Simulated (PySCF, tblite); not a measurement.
# C₄H₁₂NSSi radical: geometry, infrared bands and EPR parameters

Aim: predict the infrared bands and EPR parameters of C₄H₁₂NSSi radical (`C[CH][C@@H](C)S[SiH2]N`).

The runs use tblite 0.8.0 and PySCF 2.14.0, with density-fitted response routines of our own; the level of theory stands in each step. All values are computed, except where a source is named. Atoms count from 0, in the outputs and in this text.

### 1 The molecule as given

19 atoms, charge 0, multiplicity 2; geometry from: force field or distance geometry start.

Bonds of the start (Å): C0–C1 1.48, C1–C2 1.52, C2–C3 1.51, C2–S4 1.81, S4–Si5 2.15, Si5–N6 1.78, C0–H7 1.11, C0–H8 1.10, C0–H9 1.13, C1–H10 1.10, C2–H11 1.11, C3–H12 1.10, C3–H13 1.12, C3–H14 1.11, Si5–H15 1.48, Si5–H16 1.47, N6–H17 1.03, N6–H18 1.05.

### 2 Geometry optimisation with GFN2-xTB

Job settings and geometry (Å):

```
{"job": {"kind": "relax", "xc": "GFN2-xTB", "basis": "xTB"}, "charge": 0, "multiplicity": 2}
C     -2.035600     0.867700    -1.530900
C     -1.082300    -0.204500    -1.180400
C     -0.550100    -0.154600     0.245300
C     -1.619200    -0.420000     1.276100
S      0.651200    -1.508400     0.373900
Si     2.610600    -0.696800     0.698400
N      3.083400     0.494000    -0.542700
H     -2.474500     1.325600    -0.620700
H     -1.543200     1.586500    -2.194600
H     -2.895800     0.419400    -2.100900
H     -1.365900    -1.224100    -1.491600
H     -0.061100     0.817900     0.458900
H     -2.136200    -1.369200     1.048100
H     -1.199000    -0.540100     2.302900
H     -2.297900     0.451600     1.310500
H      3.588700    -1.804700     0.692800
H      2.594300    -0.068800     2.030400
H      2.604300     1.380200    -0.314000
H      4.118400     0.657500    -0.469200
```

Command:

```
$ OMP_NUM_THREADS=1 python probes_run.py task.json out
```

One launch serves the whole session: the jobs run in the order shown.

**Question.** This job is followed by: GFN2-xTB harmonic vibrations, gas phase; UKS B3LYP, pcH-1 on C H N S Si, non-relativistic, mean-field spin-orbit, GIAO. Predict these results of the whole session: strongest single infrared mode (GFN2-xTB); zero-point energy (GFN2-xTB); g(iso) (B3LYP); ⟨S²⟩; largest a(iso) (averaged by class); potential on the surface of density 0.002 e/bohr³, 1st and 99th percentile.

As calculated:

| quantity | value |
| --- | --- |
| strongest single infrared mode (GFN2-xTB) | 2266 cm⁻¹, 360 km/mol |
| zero-point energy (GFN2-xTB) | 93.7 kcal/mol |
| g(iso) (B3LYP) | 2.00498 |
| ⟨S²⟩ | 0.758 (exact 0.75) |
| largest a(iso) (averaged by class) | 13C on C1, 77.6 MHz |
| potential on the surface of density 0.002 e/bohr³, 1st and 99th percentile | -1.14 V and 1.59 V |

Over 184 steps the energy fell by 0.941 eV; of the close pairs, C2–S4 changed most, 1.815 to 2.049 Å. The lowest mode is slightly imaginary (7i cm⁻¹), a soft motion within the noise of the Hessian, so the minimum is not strictly shown. The strongest single mode, at 2266 cm⁻¹, moves mainly H16 and H15. Unscaled tight-binding wavenumbers are off by several per cent, some by more. Its intensities can rank the bands wrongly. C1 carries the largest spin population, 0.87 e. The isotropic g lies 2.7 ppt above the free-electron value. These values are for one conformer; the search (at its own cheap level) found 2 more, at 0.66, 1.38 kcal/mol, and measured spectra average over such forms.
